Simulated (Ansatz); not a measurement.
Run this with Ansatz 0.2.0, Python API and show what comes out.

The script, `restart.py`:
```python
"""A run of KLuS2 that can be started again."""

import ansatz as az


def main() -> None:
    lattice = az.Lattice.of(
        (1.9745, 1.139978, 7.290333),
        (-1.9745, 1.139978, 7.290333),
        (0.0, -2.279956, 7.290333),
    )
    sites = [
        ("K", (0.0, 0.0, 0.0)),
        ("Lu", (0.5, 0.5, 0.5)),
        ("S", (0.23369, 0.23369, 0.23369)),
        ("S", (0.76631, 0.76631, 0.76631)),
    ]
    klus2 = az.Crystal(lattice=lattice)
    for symbol, position in sites:
        klus2 = klus2.atom(symbol, position)

    base = (
        klus2.calculation()
        .basis(650)
        .occupations(az.OccupationsMethod.FIXED)
        .kpoints(5)
        .functional("r2scan")
        .forces()
        .checkpoint(write="ground.run")
    )
    with az.exiting_at_sigterm():
        result = base.run(resume=True)
    print("returned:", type(result).__name__)
    print(f"F = {result.report['free_energy_ev']:.5f} eV, {result.report['n_iterations']} iterations")


if __name__ == "__main__":
    main()
```

```console
$ python restart.py
returned: RunOutcome
F = -18106.38188 eV, 7 iterations
```

```console
$ python restart.py
returned: CompletedStep
F = -18106.38188 eV, 7 iterations
```

Reading the output:
- Total energies depend on the potentials; only differences at equal settings carry meaning. A total without «per atom» is that of the cell as typed.
- The structure is a deposited one; some such entries were measured under pressure or heat, so a shift against it needn't be the functional's error alone.
- Wall time of the script: 12 s on 1 thread of Arm Neoverse V1 (shared host), peak memory 0.84 GiB.

(Lines on the test bed's own set-up are left out of the output.)
